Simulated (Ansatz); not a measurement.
# NO2 (nitrogen dioxide): UMP2/STO-3G

Aim: the electronic atomisation energy of NO2 (nitrogen dioxide) at UMP2/STO-3G, from 3 runs. 

Program for the calculation: Ansatz 0.2.0.

42 further runs of the same task are left out: 8 that didn't finish, 34 set aside as unsound or not needed.

## 1. The system as given

The species is NO2 (3 atoms), meant as a doublet with charge 0. As SMILES, `[O]N=O`. The coordinates come from a GFN2-xTB relaxation.

Bond lengths: O1–N2 1.181 Å, N2–O3 1.181 Å. Angles: O1–N2–O3 137.9°.

## 2. The energy at UMP2/STO-3G

File input.yaml:

```yaml
crystal:
  periodic: [false, false, false]
  atoms:
    - {symbol: O, position_ang: [0.201690, -1.092400, -0.004860]}
    - {symbol: N, position_ang: [-0.247880, -0.008390, -0.136210]}
    - {symbol: O, position_ang: [0.046180, 1.100790, 0.141070]}
basis:
  gaussian: {orbitals: STO-3G}
magnetization: {spin_polarized: true, initial_magnetization: 1}
correlation: {method: mp2, frozen_orbitals: {"N": 1, O: 1}}
accuracy: high
```

Command:

```
$ ansatz run input.yaml --threads 1 --pin off --max-ram 2610MiB --events-out events.jsonl --progress --plain --runs-dir runs
```

The program printed:

```text
Warning: RAYON_NUM_THREADS=1 ignored (pool sized by the plan → 1); use --threads N
Functional definition: HF
  name "HF"
  exchange = exact_x
  correlation = 0
252 factors; integrals over basis functions are off by at most 3.7e-8 eV
mean field evaluation 1: about -5473.6873 eV, gradient 2.4e1 eV
mean field evaluation 2: about -5473.8115 eV, gradient 2.4e1 eV
mean field evaluation 4: about -5476.6808 eV, gradient 1.1e0 eV
mean field evaluation 8: about -5476.7005 eV, gradient 5.1e-2 eV
mean field evaluation 16: about -5476.6976 eV, gradient 5.7e-4 eV
mean field evaluation 32: about -5475.5521 eV, gradient 1.6e0 eV
mean field evaluation 64: about -5475.0081 eV, gradient 4.0e-1 eV
mean field evaluation 96: about -5476.9893 eV, gradient 9.4e-2 eV
mean field -5476.98975367 eV, -201.2756610104 hartree, gradient 2.9e-8 eV, S^2 1.192559; 10 other end points of the search recorded, 0 dependent functions left out
3 core orbitals not correlated: weight in the atoms' cores, before any rotation towards them, 1.000 or more for the frozen orbitals, at most 0.000 for the correlated occupied ones
reference -5476.98975367 eV, -201.2756610104 hartree; 9, 8 occupied and 3, 4 virtual orbitals, 252 factors
second order -3.76886438 eV of doubles, -0.00000000 eV of singles
Total energy: -5480.75861805 eV, -201.4141642219 hartree
```

It took 0.28 s on 1 thread of Arm Neoverse V1, shared host.

## 3. The N atom

File molecule.yaml:

```yaml
crystal:
  periodic: [false, false, false]
  atoms:
    - symbol: "N"
      position_ang: [0.000000, 0.000000, 0.000000]
basis:
  gaussian: {orbitals: STO-3G}
magnetization: {spin_polarized: true, initial_magnetization: 3}
correlation: {method: mp2, frozen_orbitals: {"N": 1}}
accuracy: high
```

Run the same way, it converges to -53.71901 Eh (log not shown).

## 4. The O atom, same level

File input.yaml:

```yaml
crystal:
  periodic: [false, false, false]
  atoms:
    - symbol: O
      position_ang: [0.000000, 0.000000, 0.000000]
basis:
  gaussian:
    orbitals: STO-3G
magnetization:
  spin_polarized: true
  initial_magnetization: 2
correlation:
  method: mp2
  frozen_orbitals: {O: 1}
accuracy: high
```

Run the same way, it converges to -73.80415 Eh (log not shown).

## 5. What came out

Level: UMP2/STO-3G, 3 core orbitals frozen.

| quantity | value |
| --- | --- |
| molecule: total energy | -201.41416 Eh |
| molecule: correlation energy (3 core orbitals frozen) | -138.5 mEh |
| molecule: ⟨S²⟩ of the reference determinant | 1.193 |
| N atom: total energy | -53.71901 Eh |
| N atom: correlation energy (1 core orbital frozen) | 0.0 mEh |
| N atom: ⟨S²⟩ of the reference determinant | 3.750 |
| O atom: total energy | -73.80415 Eh |
| O atom: correlation energy (1 core orbital frozen) | 0.0 mEh |
| O atom: ⟨S²⟩ of the reference determinant | 2.000 |
| electronic atomisation energy | 2.363 eV |

What this shows: Taking the molecule apart into free atoms costs 2.36 eV (55 kcal/mol), before zero-point energy and without spin-orbit coupling. In a minimal basis such a difference can be off by several eV, whatever the method. ⟨S²⟩ (molecule) is 1.19 where a pure doublet has 0.75: the reference is spin-contaminated.
